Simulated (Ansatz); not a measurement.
# GeCl (doublet): from a generated start to a stationary point

Aim: relax a generated start of GeCl (doublet) and see which bonds hold.

Computed with Ansatz 0.2.0, Gaussian basis. Level: UKS PBE0/def2-TZVP.

## 1. Where the work starts

2 atoms, charge 0, spin multiplicity 2.

Atoms are counted from 1 here; the program's logs count them from 0.

Bond lengths: Ge1–Cl2 2.065 Å.

Geometry (Å):

| atom | x (Å) | y (Å) | z (Å) |
| --- | --- | --- | --- |
| Ge1 | 0.0000 | 0.0000 | 0.0000 |
| Cl2 | 0.0000 | 0.0000 | 2.0646 |

The start is set by covalent radii. Sticks and bond lists go by distance. No spin-orbit coupling is included. 

## 2. Relaxation

Input file in.yaml:

```yaml
crystal:
  periodic: [false, false, false]
  atoms:
    - {symbol: Ge, position_ang: [0.000000, 0.000000, 0.000000]}
    - {symbol: Cl, position_ang: [0.000000, 0.000000, 2.064600]}
basis:
  gaussian: {orbitals: def2-TZVP}
magnetization: {spin_polarized: true, initial_magnetization: 1}
hamiltonian: {xc: pbe0}
relax: {f_tol: 0.004, max_steps: 80}
```

Run with:

```console
> ansatz run in.yaml --threads 1 --pin off --events-out ev --progress --plain --max-ram 2176MiB
```

Q: Predict the outcome of this session. Wanted: energy gained; shift from the start; total energy; dipole moment; ⟨S²⟩.

As calculated:

| quantity | value |
| --- | --- |
| steps | 4 |
| energy gained | 0.101 eV |
| shift from the start (rms) | 0.054 Å |
| total energy | -69029.9768 eV |
| dipole moment | 1.64 D |
| ⟨S²⟩ | 0.754 |

The bonds of the start are those of the end. Ge1–Cl2 went from 2.065 to 2.173 Å. No vibrations were run, so this is a stationary point, not a proven minimum, and this spin need not be the ground state's.
